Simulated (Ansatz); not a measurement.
# Sc3Cu2: one candidate of a structure search

Aim: relax a trial structure of Sc3Cu2 and see where it ends.

Method: DFT PBE, scalar-relativistic, plane waves, PAW, in Ansatz 0.2.0.

**1. The structure to begin with**

It takes space group Pm-3m (No. 221, cubic). Conventional cell: a = 4.533 Å, b = 4.533 Å, c = 4.533 Å, α = 90.00°, β = 90.00°, γ = 90.00°. Sc (site symmetry 4/mmm) is surrounded by 2 Cu at 2.27 Å. Around Cu (site symmetry m-3m) lie 12 Sc at 3.21 Å. Around Cu (site symmetry m-3m) lie 6 Sc at 2.27 Å.

As a file:

```
CELL_PARAMETERS angstrom
4.53268 0.00000 0.00000
0.00000 4.53268 0.00000
0.00000 0.00000 4.53268
ATOMIC_POSITIONS crystal
Sc 0.50000 0.00000 0.00000
Sc 0.00000 0.50000 0.00000
Sc 0.00000 0.00000 0.50000
Cu 0.50000 0.50000 0.50000
Cu 0.00000 0.00000 0.00000
```

A structure generator made this guess: random cell by space group and Wyckoff sites (Pm-3m, No. 221). The dimensions are guesses.

**2. A first look at the guess**

input.yaml

```yaml
crystal:
  lattice:
    - [4.53267792, 0.0, 0.0]
    - [0.0, 4.53267792, 0.0]
    - [0.0, 0.0, 4.53267792]
  atoms:
    - { symbol: Sc, position: [0.5, 0.0, 0.0] }
    - { symbol: Sc, position: [0.0, 0.5, 0.0] }
    - { symbol: Sc, position: [0.0, 0.0, 0.5] }
    - { symbol: Cu, position: [0.5, 0.5, 0.5] }
    - { symbol: Cu, position: [0.0, 0.0, 0.0] }
basis:
  ecutwfc: 420
kpoints:
  mp_grid: { grid: [4, 4, 4] }
hamiltonian:
  xc: pbe
scf:
  occupations: { method: gaussian, width: 0.1 }
  lower_state_search: "off"
output:
  forces: true
  stress: true
  eigenvalues: true
```

The run is started by

```console
ansatz run input.yaml --threads 1 --pin off --max-ram 2560MiB --backend cpu --events-out ev --progress --plain --runs-dir out
```

What it wrote (excerpt; [...] marks lines left out):

```text
Warning: RAYON_NUM_THREADS=1 ignored (pool sized by the plan → 1); use --threads N
[...]
Pseudopotentials: kind: paw
Pseudopotential: Sc, paw, valence charge 11, recommended cutoff 420 eV (normal), Sc.paw.azcp
Pseudopotential: Cu, paw, valence charge 19, recommended cutoff 420 eV (normal), Cu.paw.azcp
Functional definition: PBE
[...]
Crystal: 5 atoms, lattice volume = 93.125 Å³
Basis set: ecut = 420 eV, 1839 PW (Γ), exchange–correlation on 64×64×64 points (8 copies of the dense FFT grid, shifted against one another)
Bands: 43, of which v1, the nominal top of the filled ones, is band 36 counted from 1 (35 counted from 0)
Symmetry: 48 space group operations
Space group: Pm-3m (ITA 221), of the structure as read, at distance tolerance 4.5e-5 Å
[...]
SCF converged after 10 iterations
Free energy (F): -19654.595490 eV
[...]
E sigma→0 (E₀):  -19654.566290 eV
Entropy (-TS):   -0.058401 eV (-11.680 meV/atom)
Fermi energy:    11.867676 eV
[...]
--- Forces (eV/Å), atoms counted from 1 ---
  atom   1  Sc     0.00000000    -0.00000000     0.00000000
  atom   2  Sc     0.00000000     0.00000000    -0.00000000
  atom   3  Sc     0.00000000     0.00000000     0.00000000
  atom   4  Cu     0.00000000    -0.00000000     0.00000000
  atom   5  Cu    -0.00000000     0.00000000    -0.00000000
[...]
--- Stress (GPa, compression-positive) ---
       20.547663       0.000000       0.000000
        0.000000      20.547663       0.000000
        0.000000       0.000000      20.547663
  P = ⅓ Tr σ = 20.5477 GPa (205.477 kbar)
--- Band table (eV; the first three rows and the last of 10) ---
[...]
```

It took 3.5 s on 1 thread of Intel Xeon at 2.70GHz, shared host; peak memory 0.39 GiB.

The probe gives pressure 20.5 GPa, largest force 0.00 eV/Å, gap on this mesh none (metal). A guess like this is first relaxed loosely on the coarse mesh.

**3. Rough relaxation on the coarse mesh**

input.yaml: that of step 2 with these lines changed.

```diff
@@ -24 +24,6 @@
   eigenvalues: true
+relax:
+  adjacent_minimum: "off"
+  f_tol: 0.04
+  max_steps: 70
+  cell: { stress_tol: 0.4 }
```

The run is started by

```console
ansatz run input.yaml --threads 1 --pin off --max-ram 2560MiB --backend cpu --events-out ev --progress --plain --runs-dir out
```

What it wrote:

```text
Warning: RAYON_NUM_THREADS=1 ignored (pool sized by the plan → 1); use --threads N
Engine: ansatz 0.2.0, x86_64-unknown-linux-gnu
Pseudopotentials: kind: paw
Pseudopotential: Sc, paw, valence charge 11, recommended cutoff 420 eV (normal), Sc.paw.azcp
Pseudopotential: Cu, paw, valence charge 19, recommended cutoff 420 eV (normal), Cu.paw.azcp
Functional definition: PBE
  parameter kappa = 0.804
  parameter beta = 0.06672455060314922
  exchange = pbe_x(kappa = kappa, mu = beta*pi^2/3)
  correlation = pbe_c(beta = beta)
Crystal: 5 atoms, lattice volume = 93.125 Å³
Basis set: ecut = 420 eV, 1839 PW (Γ), exchange–correlation on 64×64×64 points (8 copies of the dense FFT grid, shifted against one another)
Bands: 43, of which v1, the nominal top of the filled ones, is band 36 counted from 1 (35 counted from 0)
Symmetry: 48 space group operations
Space group: Pm-3m (ITA 221), of the structure as read, at distance tolerance 4.5e-5 Å
k-points: 10 of 64
Non-local potential: Sc, projectors of the file, l = 0: 3, l = 1: 2, l = 2: 3, l = 3: 1
Non-local potential: Cu, projectors of the file, l = 0: 3, l = 1: 2, l = 2: 3, l = 3: 1
PAW form: soft (Blöchl's): semilocal exchange-correlation on the pseudo side does not see the compensation charge
PAW one-centre angular grid: Sc, 590 points (default); XC on 64 Gauss nodes
PAW one-centre angular grid: Cu, 590 points (default); XC on 64 Gauss nodes
Initial density: superposition of atomic densities (neutral atoms: chi_scale 0, normalization atom), corrected by the library's trained network
Initial wavefunctions: pseudopotential atomic-orbital guess
Functional: x = pbe(κ = 0.804, μ = 0.2195149727645171), c = pbe(β = 0.06672455060314922)
SCF iter   1: F=—  HF=-19654.669467 eV  |F-HF|=—  |Δ(HF+E_count)|=         —  Δρ=1.47e-2  dr2=4.42e-1  ethr=1.77e-3  ⟨swp⟩=4.7  Hψ=1427  notcnv=0
preconditioner: auto → Kerker (q_TF=auto, 2.608 Å⁻¹)  [metal: Δε(μ)=0.062 eV  Ē_g=4.737 eV  σ=0.100 eV  W_gap=0.32  n_scr=26 (ndim 8)  ℏωp=21.4 eV  f_vac=0.000  D(μ)=8.79/eV (n_scr^D=92)]
SCF iter   2: F=—  HF=-19654.617097 eV  |F-HF|=—  |Δ(HF+E_count)|=   5.24e-2  Δρ=6.69e-3  dr2=1.16e-1  ethr=6.22e-4  ⟨swp⟩=1.9  Hψ=542  notcnv=0  defer=3
SCF iter   3: F=—  HF=-19654.600105 eV  |F-HF|=—  |Δ(HF+E_count)|=   1.70e-2  Δρ=5.74e-3  dr2=2.43e-2  ethr=1.63e-4  ⟨swp⟩=2.0  Hψ=624  notcnv=0  defer=4
SCF iter   4: F=—  HF=-19654.595552 eV  |F-HF|=—  |Δ(HF+E_count)|=   4.55e-3  Δρ=1.02e-3  dr2=5.02e-4  ethr=3.43e-5  ⟨swp⟩=2.0  Hψ=562  notcnv=0  defer=3
SCF iter   5: F=—  HF=-19654.595646 eV  |F-HF|=—  |Δ(HF+E_count)|=   9.42e-5  Δρ=4.20e-4  dr2=1.94e-4  ethr=7.07e-7  ⟨swp⟩=2.1  Hψ=781  notcnv=0  defer=7
SCF iter   6: F=—  HF=-19654.595635 eV  |F-HF|=—  |Δ(HF+E_count)|=   1.12e-5  Δρ=4.33e-4  dr2=1.07e-4  ethr=2.73e-7  ⟨swp⟩=2.0  Hψ=762  notcnv=0  defer=7
SCF iter   7: F=—  HF=-19654.595607 eV  |F-HF|=—  |Δ(HF+E_count)|=   2.74e-5  Δρ=5.24e-5  dr2=5.04e-6  ethr=1.50e-7  ⟨swp⟩=2.0  Hψ=682  notcnv=0  defer=7
SCF iter   8: F=—  HF=-19654.595491 eV  |F-HF|=—  |Δ(HF+E_count)|=   1.17e-4  Δρ=3.41e-5  dr2=2.28e-6  ethr=7.10e-9  ⟨swp⟩=2.0  Hψ=569  notcnv=0  defer=7
SCF iter   9: F=—  HF=-19654.595490 eV  |F-HF|=—  |Δ(HF+E_count)|=   1.89e-7  Δρ=9.20e-6  dr2=1.56e-7  ethr=3.22e-9  ⟨swp⟩=1.5  Hψ=442  notcnv=0  defer=7
SCF iter  10: F=-19654.595490 eV  HF=-19654.595490 eV  |F-HF|=4.59e-9  |Δ(HF+E_count)|=   1.68e-8  Δρ=1.90e-6  dr2=5.84e-9  ethr=1.41e-10  ⟨swp⟩=8.3  Hψ=1450  notcnv=0
SCF 1 converged in 10 iterations: F = -19654.595490 eV  dr2 = 5.84e-9
relax step   1: F+E_penalty+E_count = -19654.59549032 eV  Δ(F+E_penalty+E_count) = +0.000e0 eV  max|allowed force component| = 2.377e-29 eV/Å  Δτ_max = 0.0000 Å  P = +20.548 GPa  Ω = 93.125 Å³  (10 SCF iters, dr2 threshold 1.00e-7 eV, accepted)
Crystal: 5 atoms, lattice volume = 107.419 Å³
Basis set: ecut = 420 eV, 2103 PW (Γ), exchange–correlation on 64×64×64 points (8 copies of the dense FFT grid, shifted against one another)
Initial density: handed on by an earlier stage of this run
Initial wavefunctions: those handed on with the density
SCF iter   1: F=—  HF=-19656.210996 eV  |F-HF|=—  |Δ(HF+E_count)|=         —  Δρ=5.30e-2  dr2=2.87e0  ethr=3.10e-3  ⟨swp⟩=8.2  Hψ=1792  notcnv=0
preconditioner: auto → Kerker (q_TF=auto, 2.546 Å⁻¹)  [metal: Δε(μ)=0.083 eV  Ē_g=4.873 eV  σ=0.100 eV  W_gap=0.40  n_scr=26 (ndim 8)  ℏωp=19.9 eV  f_vac=0.000  D(μ)=10.74/eV (n_scr^D=146)]
SCF iter   2: F=—  HF=-19656.119750 eV  |F-HF|=—  |Δ(HF+E_count)|=   9.12e-2  Δρ=5.83e-2  dr2=1.93e0  ethr=3.10e-3  ⟨swp⟩=3.0  Hψ=918  notcnv=0  defer=12
SCF iter   3: F=—  HF=-19655.756283 eV  |F-HF|=—  |Δ(HF+E_count)|=   3.63e-1  Δρ=7.57e-3  dr2=1.28e-1  ethr=2.72e-3  ⟨swp⟩=2.1  Hψ=722  notcnv=0  defer=14
SCF iter   4: F=—  HF=-19655.739651 eV  |F-HF|=—  |Δ(HF+E_count)|=   1.66e-2  Δρ=1.83e-2  dr2=2.38e-1  ethr=1.81e-4  ⟨swp⟩=2.1  Hψ=634  notcnv=0  defer=14
SCF iter   5: F=—  HF=-19655.720019 eV  |F-HF|=—  |Δ(HF+E_count)|=   1.96e-2  Δρ=4.57e-3  dr2=1.13e-2  ethr=1.81e-4  ⟨swp⟩=2.0  Hψ=650  notcnv=0  defer=12
SCF iter   6: F=—  HF=-19655.726247 eV  |F-HF|=—  |Δ(HF+E_count)|=   6.23e-3  Δρ=6.20e-3  dr2=3.85e-2  ethr=1.59e-5  ⟨swp⟩=2.0  Hψ=594  notcnv=0  defer=12
SCF iter   7: F=—  HF=-19655.721507 eV  |F-HF|=—  |Δ(HF+E_count)|=   4.74e-3  Δρ=1.64e-3  dr2=2.66e-3  ethr=1.59e-5  ⟨swp⟩=2.0  Hψ=575  notcnv=0  defer=12
SCF iter   8: F=—  HF=-19655.721256 eV  |F-HF|=—  |Δ(HF+E_count)|=   2.51e-4  Δρ=5.36e-4  dr2=2.81e-4  ethr=3.75e-6  ⟨swp⟩=1.4  Hψ=462  notcnv=0  defer=12
SCF iter   9: F=—  HF=-19655.721268 eV  |F-HF|=—  |Δ(HF+E_count)|=   1.26e-5  Δρ=1.49e-4  dr2=1.83e-5  ethr=3.96e-7  ⟨swp⟩=2.0  Hψ=514  notcnv=0  defer=12
SCF iter  10: F=-19655.721266 eV  HF=-19655.721267 eV  |F-HF|=4.36e-7  |Δ(HF+E_count)|=   1.61e-6  Δρ=2.23e-5  dr2=4.61e-7  ethr=7.04e-10  ⟨swp⟩=9.2  Hψ=1939  notcnv=0
SCF 2 converged in 10 iterations: F = -19655.721266 eV  dr2 = 4.61e-7
relax step   2: F+E_penalty+E_count = -19655.72126634 eV  Δ(F+E_penalty+E_count) = -1.126e0 eV  max|allowed force component| = 9.493e-30 eV/Å  Δτ_max = 0.0000 Å  P = +6.191 GPa  Ω = 107.419 Å³  energy of the carried Pulay correction = -3.838e-3 eV  (10 SCF iters, dr2 threshold 5.00e-7 eV, accepted)
Crystal: 5 atoms, lattice volume = 115.016 Å³
Basis set: ecut = 420 eV, 2301 PW (Γ), exchange–correlation on 64×64×64 points (8 copies of the dense FFT grid, shifted against one another)
iter 1 solved again at ethr=9.47e-4 eV; its pass at ethr=3.10e-3 eV (dr2=6.73e-1 eV) is discarded
SCF iter   1: F=—  HF=-19655.994630 eV  |F-HF|=—  |Δ(HF+E_count)|=         —  Δρ=2.53e-2  dr2=6.88e-1  ethr=9.47e-4  ⟨swp⟩=1.0  Hψ=1969  notcnv=0
preconditioner: auto → Kerker (q_TF=auto, 2.518 Å⁻¹)  [metal: Δε(μ)=0.027 eV  Ē_g=4.234 eV  σ=0.100 eV  W_gap=0.15  n_scr=26 (ndim 8)  ℏωp=19.3 eV  f_vac=0.000  D(μ)=10.84/eV (n_scr^D=146)]
SCF iter   2: F=—  HF=-19655.912051 eV  |F-HF|=—  |Δ(HF+E_count)|=   8.26e-2  Δρ=5.19e-3  dr2=2.78e-2  ethr=9.47e-4  ⟨swp⟩=2.1  Hψ=653  notcnv=0
SCF iter   3: F=—  HF=-19655.895689 eV  |F-HF|=—  |Δ(HF+E_count)|=   1.64e-2  Δρ=4.02e-3  dr2=3.24e-2  ethr=3.91e-5  ⟨swp⟩=2.0  Hψ=874  notcnv=0
SCF iter   4: F=—  HF=-19655.890178 eV  |F-HF|=—  |Δ(HF+E_count)|=   5.51e-3  Δρ=1.38e-3  dr2=8.96e-4  ethr=3.91e-5  ⟨swp⟩=2.0  Hψ=568  notcnv=0
SCF iter   5: F=—  HF=-19655.890897 eV  |F-HF|=—  |Δ(HF+E_count)|=   7.19e-4  Δρ=1.07e-3  dr2=1.09e-3  ethr=1.26e-6  ⟨swp⟩=2.0  Hψ=761  notcnv=0
SCF iter   6: F=—  HF=-19655.890722 eV  |F-HF|=—  |Δ(HF+E_count)|=   1.75e-4  Δρ=4.40e-4  dr2=2.23e-4  ethr=1.26e-6  ⟨swp⟩=2.0  Hψ=548  notcnv=0
SCF iter   7: F=—  HF=-19655.891036 eV  |F-HF|=—  |Δ(HF+E_count)|=   3.14e-4  Δρ=5.74e-5  dr2=5.36e-6  ethr=3.14e-7  ⟨swp⟩=2.0  Hψ=550  notcnv=0
SCF iter   8: F=—  HF=-19655.891038 eV  |F-HF|=—  |Δ(HF+E_count)|=   1.47e-6  Δρ=3.68e-5  dr2=1.53e-6  ethr=7.55e-9  ⟨swp⟩=2.0  Hψ=584  notcnv=0
SCF iter   9: F=-19655.891037 eV  HF=-19655.891038 eV  |F-HF|=2.64e-7  |Δ(HF+E_count)|=   1.12e-7  Δρ=1.75e-5  dr2=3.24e-7  ethr=7.04e-10  ⟨swp⟩=8.6  Hψ=1674  notcnv=0
SCF 3 converged in 9 iterations: F = -19655.891037 eV  dr2 = 3.24e-7
relax step   3: F+E_penalty+E_count = -19655.89103749 eV  Δ(F+E_penalty+E_count) = -1.698e-1 eV  max|allowed force component| = 6.553e-29 eV/Å  Δτ_max = 0.0000 Å  P = +1.266 GPa  Ω = 115.016 Å³  energy of the carried Pulay correction = -5.665e-3 eV  (9 SCF iters, dr2 threshold 5.00e-7 eV, accepted)
[... 11 lines left out ...]
relax step   4: F+E_penalty+E_count = -19655.89952277 eV  Δ(F+E_penalty+E_count) = -8.485e-3 eV  max|allowed force component| = 4.028e-29 eV/Å  Δτ_max = 0.0000 Å  P = +0.098 GPa  Ω = 117.144 Å³  energy of the carried Pulay correction = -6.154e-3 eV  (7 SCF iters, dr2 threshold 5.00e-7 eV, accepted)
[... 13 lines left out ...]
relax step   5: F+E_penalty+E_count = -19655.91583140 eV  Δ(F+E_penalty+E_count) = -1.631e-2 eV  max|allowed force component| = 4.486e-29 eV/Å  Δτ_max = 0.0000 Å  P = +0.419 GPa  Ω = 117.144 Å³  stress off target by 4.19e-1 GPa  SCF on the basis re-selected at this cell (its energy is not comparable with the rows above)  (8 SCF iters)
[... 13 lines left out ...]
relax step   6: F+E_penalty+E_count = -19655.91679302 eV  Δ(F+E_penalty+E_count) = -9.616e-4 eV  max|allowed force component| = 8.257e-29 eV/Å  Δτ_max = 0.0000 Å  P = +0.050 GPa  Ω = 117.925 Å³  energy of the carried Pulay correction = -1.741e-4 eV  (7 SCF iters, dr2 threshold 4.39e-7 eV, accepted)
iter 1 solved again at ethr=4.66e-7 eV; its pass at ethr=3.10e-3 eV (dr2=3.31e-4 eV) is discarded
SCF iter   1: F=—  HF=-19655.916979 eV  |F-HF|=—  |Δ(HF+E_count)|=         —  Δρ=9.04e-5  dr2=3.00e-7  ethr=4.66e-7  ⟨swp⟩=3.0  Hψ=2379  notcnv=0
eigensolver tolerance schedule: the retry pair's looser diagonalisation over-reported the residual by 1099.74 of it (diagonalisation noise at 0.20 of the residual, at the tolerance the schedule requests for it); recorded, not acted on — ethr = c·dr2/N_el stays at c = 1.0e-1
preconditioner: auto → Kerker (q_TF=auto, 2.507 Å⁻¹)  [metal: Δε(μ)=0.039 eV  Ē_g=3.844 eV  σ=0.100 eV  W_gap=0.22  n_scr=26 (ndim 8)  ℏωp=19.0 eV  f_vac=0.000  D(μ)=10.87/eV (n_scr^D=146)]
SCF iter   2: F=—  HF=-19655.916967 eV  |F-HF|=—  |Δ(HF+E_count)|=   1.11e-5  Δρ=4.63e-5  dr2=1.50e-7  ethr=4.23e-10  ⟨swp⟩=2.2  Hψ=764  notcnv=0
SCF iter   3: F=—  HF=-19655.916984 eV  |F-HF|=—  |Δ(HF+E_count)|=   1.64e-5  Δρ=8.39e-6  dr2=3.89e-8  ethr=2.11e-10  ⟨swp⟩=2.0  Hψ=555  notcnv=0
iter 4 did not close the SCF: its close was put off for the readings that it lacked (scf_convergence_deferred on its scf_iter line)
SCF iter   4: F=-19655.916984 eV  HF=-19655.916984 eV  |F-HF|=3.29e-8  |Δ(HF+E_count)|=   7.26e-9  Δρ=2.35e-6  dr2=3.09e-9  ethr=5.47e-11  ⟨swp⟩=2.0  Hψ=763  notcnv=0
iter 5 did not close the SCF: its close was put off for the readings that it lacked (scf_convergence_deferred on its scf_iter line)
SCF iter   5: F=-19655.916984 eV  HF=-19655.916984 eV  |F-HF|=2.91e-11  |Δ(HF+E_count)|=   3.47e-8  Δρ=5.76e-7  dr2=5.57e-10  ethr=4.36e-12  ⟨swp⟩=2.0  Hψ=553  notcnv=0
SCF iter   6: F=-19655.916984 eV  HF=-19655.916984 eV  |F-HF|=3.60e-10  |Δ(HF+E_count)|=  2.18e-10  Δρ=6.06e-7  dr2=2.65e-10  ethr=1.00e-12  ⟨swp⟩=2.3  Hψ=1339  notcnv=0
SCF 7 converged in 6 iterations: F = -19655.916984 eV  dr2 = 2.65e-10
relax step   7: F+E_penalty+E_count = -19655.91698388 eV  Δ(F+E_penalty+E_count) = -1.909e-4 eV  max|allowed force component| = 9.877e-29 eV/Å  Δτ_max = 0.0000 Å  P = +0.046 GPa  Ω = 117.925 Å³  stress off target by 4.58e-2 GPa  SCF on the basis re-selected at this cell (its energy is not comparable with the rows above)  (6 SCF iters)
basis re-selected at this cell: Δ(F+E_penalty+E_count) = -1.909e-4 eV, ΔP = -0.004 GPa vs the last step (what re-selecting the basis moved, of the pressure what is left beyond the Pulay correction that the steps carried, after the strain that the cell walked since its last selection, with what the two solves' SCF thresholds leave and, on support functions, any second-order correction that the steps lacked; it is no measure of the basis error at this ecutwfc). This SCF's stress stands 4.58e-2 GPa from its target on what of the cell is left free (relax.cell.stress_tol is 4.00e-1 GPa) and its largest allowed force component is 9.88e-29 eV/Å (relax.f_tol is 4.00e-2 eV/Å): within both
SCF converged after 6 iterations
Free energy (F): -19655.916984 eV
Harris-Foulkes:  -19655.916984 eV  (|F-HF|=3.60e-10)
Internal energy: -19655.862611 eV  (E = F + TS)
E sigma→0 (E₀):  -19655.889797 eV
Entropy (-TS):   -0.054373 eV (-10.875 meV/atom)
Fermi energy:    8.852956 eV
--- Per-component energies (eV) ---
  E_band       = -1572.581387
  E_kinetic    = 1378.594087
  E_local      = -14164.440880  (includes V_loc(G=0)·N_el)
  E_nonlocal   = 1021.882505
  E_hartree    = 6024.875356
  E_xc         = -489.335905
  E_vxc        = -614.725484  (∫ρ·V_xc dr)
  E_paw        = -6187.485121  (= ΣΔE_a)
  E_vpaw       = -1243.643709  (= ΣTr[D̂ρ^β])
  E_aug_tail   = 0.000627  (compensation charges beyond the density's cutoff)
  E_ewald      = -7239.953280
  E_smearing   = -0.054373  (= −TS)
  E_closure    = 0.000000  (closes the sum)
  Σ components = -19655.916984   (vs F -19655.916984, Δ=0.00e0)
--- Forces (eV/Å), atoms counted from 1 ---
  atom   1  Sc     0.00000000    -0.00000000     0.00000000
  atom   2  Sc     0.00000000    -0.00000000     0.00000000
  atom   3  Sc     0.00000000     0.00000000     0.00000000
  atom   4  Cu    -0.00000000     0.00000000    -0.00000000
  atom   5  Cu     0.00000000     0.00000000     0.00000000
  max |Σ_I F_I| component: 9.52e-29 eV/Å
--- Stress (GPa, compression-positive) ---
        0.045751      -0.000000      -0.000000
       -0.000000       0.045751       0.000000
       -0.000000       0.000000       0.045751
  P = ⅓ Tr σ = 0.0458 GPa (0.458 kbar)
--- Band table (eV; the first three rows and the last of 10) ---
  k-point 0: bands = ["-105.2768", "-103.1874", "-62.6239", "-62.6239", "-62.6239", "-60.5692", "-60.5692", "-60.5692", "-41.1726", "-41.1446", "-41.1446", "-19.8632", "-19.8632", "-19.8632", "-19.8083", "-19.8083", "-19.8083", "-19.6555", "-19.6555", "-19.6555", "2.7493", "4.1946", "4.1946", "4.2978", "4.2978", "4.2978", "5.7771", "6.4604", "6.4604", "6.6355", "6.6355", "6.6355", "8.8427", "8.8427", "9.3477", "9.3477", "9.3477", "9.4095", "9.4095", "9.4095", "10.8286", "10.8286", "10.8286"]
  k-point 1: bands = ["-105.2768", "-103.1874", "-62.6240", "-62.6239", "-62.6239", "-60.5692", "-60.5692", "-60.5692", "-41.1689", "-41.1478", "-41.1446", "-19.8531", "-19.8531", "-19.8506", "-19.8121", "-19.8121", "-19.8092", "-19.6783", "-19.6621", "-19.6621", "3.1417", "4.2003", "4.3081", "4.3352", "4.3664", "4.3664", "5.7483", "6.5101", "6.5439", "6.6312", "6.6312", "6.6391", "7.8531", "9.0770", "9.0770", "9.1133", "9.2654", "9.2654", "9.4821", "9.5011", "10.6721", "10.7840", "10.9039"]
  k-point 2: bands = ["-105.2768", "-103.1874", "-62.6240", "-62.6239", "-62.6239", "-60.5692", "-60.5691", "-60.5691", "-41.1632", "-41.1528", "-41.1446", "-19.8383", "-19.8383", "-19.8336", "-19.8204", "-19.8204", "-19.8100", "-19.7054", "-19.6690", "-19.6690", "3.6893", "4.2058", "4.3184", "4.4394", "4.4394", "4.7863", "5.0144", "6.5574", "6.6231", "6.6231", "6.6428", "6.7514", "7.5831", "8.8928", "8.8928", "8.9693", "9.0964", "9.0964", "9.5687", "9.5776", "10.1868", "10.4945", "10.8068"]
  k-point 9: bands = ["-105.2768", "-103.1874", "-62.6240", "-62.6240", "-62.6240", "-60.5692", "-60.5692", "-60.5692", "-41.1527", "-41.1527", "-41.1527", "-19.8830", "-19.8830", "-19.8830", "-19.8443", "-19.7604", "-19.7604", "-19.7604", "-19.6344", "-19.6344", "4.5711", "4.5711", "4.5711", "4.7016", "4.7016", "6.1680", "6.1813", "6.1813", "6.1813", "6.3270", "6.7297", "6.7297", "7.2457", "7.2457", "7.2457", "8.8298", "8.8298", "8.8298", "9.8883", "9.8883", "9.8883", "10.3493", "10.3493"]
--- Relaxed structure (5 steps of the walk, 5 accepted, 2 SCFs on fresh bases) ---
  F+E_penalty+E_count = -19655.91698388 eV   max|allowed force component| = 9.877e-29 eV/Å   (the final SCF, on the basis selected at the relaxed cell)
  cell:  # Å, volume = 117.9247 Å³
    - [4.903824227849943, 1.0923633903321353e-33, -7.703719777548943e-34]
    - [1.284956384770859e-33, 4.903824227849943, 0.0]
    - [-6.419766481290786e-34, 0.0, 4.903824227849943]
  atoms:
    - { symbol: Sc, position: [0.49999999999999994, 6.196442555269623e-37, 3.540824317690633e-37] }
    - { symbol: Sc, position: [6.462004379850904e-36, 0.49999999999999994, 3.5408243178193205e-37] }
    - { symbol: Sc, position: [1.442885909452473e-35, -1.1507679031947089e-36, 0.49999999999999994] }
    - { symbol: Cu, position: [0.49999999999999994, 0.49999999999999994, 0.49999999999999994] }
    - { symbol: Cu, position: [-7.25868985138618e-36, 6.196442554327676e-37, 1.239288511167927e-36] }
```

Wall time 32 s (1 thread of Intel Xeon at 2.70GHz, shared host); peak memory 0.43 GiB.

The steps of the relaxation:

| step | E - E(step 1) (eV/cell) | largest force component (eV/Å) | pressure (GPa) | volume (Å³) |
| --- | --- | --- | --- | --- |
| 1 | 0.0000 | 0.0000 | 20.55 | 93.12 |
| 2 | -1.1258 | 0.0000 | 6.19 | 107.42 |
| 3 | -1.2955 | 0.0000 | 1.27 | 115.02 |
| 4 | -1.3040 | 0.0000 | 0.10 | 117.14 |
| 5 | -1.3203 | 0.0000 | 0.42 | 117.14 |
| 6 | -1.3213 | 0.0000 | 0.05 | 117.92 |
| 7 | -1.3215 | 0.0000 | 0.05 | 117.92 |

Step 1 is the start. Steps 5, 7 each repeat the geometry before them on a plane-wave basis chosen anew, so the energy can jump there without any move.

|  | before | after | change |
| --- | --- | --- | --- |
| a (Å) | 4.533 | 4.904 | +8.2 % |
| b (Å) | 4.533 | 4.904 | +8.2 % |
| c (Å) | 4.533 | 4.904 | +8.2 % |
| volume (Å³/atom) | 18.62 | 23.58 | +26.6 % |
| shortest distance (Å) | 2.266 | 2.452 | +8.2 % |
| space group (0.01 Å) | Pm-3m | Pm-3m | same |

The run keeps the 48 symmetry operations of the start, so it could not have lowered the symmetry.

[end of part 1 of 2]
